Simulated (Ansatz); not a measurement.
# AgCl: functionals against CCSD(T) at one geometry

An exercise on one series of results from a longer session: the logs are not shown, and one member is left open.

Computed with Ansatz 0.2.0, Gaussian basis. Level: single points in def2-TZVPP.

Cores are frozen in the correlated methods. Filled d shells of the heavier atoms are correlated. Core potentials replace the inner electrons past krypton, and spin-orbit coupling is left out. B3LYP uses VWN-RPA correlation.

## Starting geometry

SMILES `[Cl][Ag]`, 2 atoms, charge 0, spin multiplicity 1.

Atoms are counted from 1 here; the program's logs count them from 0.

Bond lengths: Cl1–Ag2 2.203 Å.

Geometry (Å):

```mol
AgCl
  3D, bonds by distance, orders not assigned

  2  1  0  0  0  0  0  0  0  0999 V2000
    0.9623   -0.3459    0.4589 Cl  0  0
   -0.9347    0.3018   -0.4546 Ag  0  0
  1  2  8  0
M  END
```

Set-up of the first run:

Contents of run/in.yaml:

```yaml
crystal:
  periodic: [false, false, false]
  atoms:
    - {symbol: Cl, position_ang: [0.962300, -0.345900, 0.458900]}
    - {symbol: Ag, position_ang: [-0.934700, 0.301800, -0.454600]}
basis:
  gaussian: {orbitals: def2-TZVPP}
correlation: {method: ccsd_t}
output: {forces: true}
```

The command line of these runs was not kept.

Steps of the session up to this table: CCSD(T)/def2-TZVPP; PBE0-D4/def2-TZVPP; wB97M-V/def2-TZVPP; r2SCAN-D4/def2-TZVPP; PBE-D4/def2-TZVPP; B3LYP-D4/def2-TZVPP; HSE06-D4/def2-TZVPP.

One table of the session follows, with a row left open; its other results are not shown here.

```
   method  RMS force component (eV/Å)  dipole (D)
  CCSD(T)                       0.677        5.60
  PBE0-D4                       0.620        5.32
  wB97M-V                       0.736        5.62
r2SCAN-D4                           ?           ?
   PBE-D4                       0.569        4.63
 B3LYP-D4                       0.769        5.04
 HSE06-D4                       0.620        5.30
```

**Question.** Estimate the row for r2SCAN-D4.

As computed: RMS force component (eV/Å): 0.519; dipole (D): 5.06. In the column «RMS force component (eV/Å)» it is the lowest.
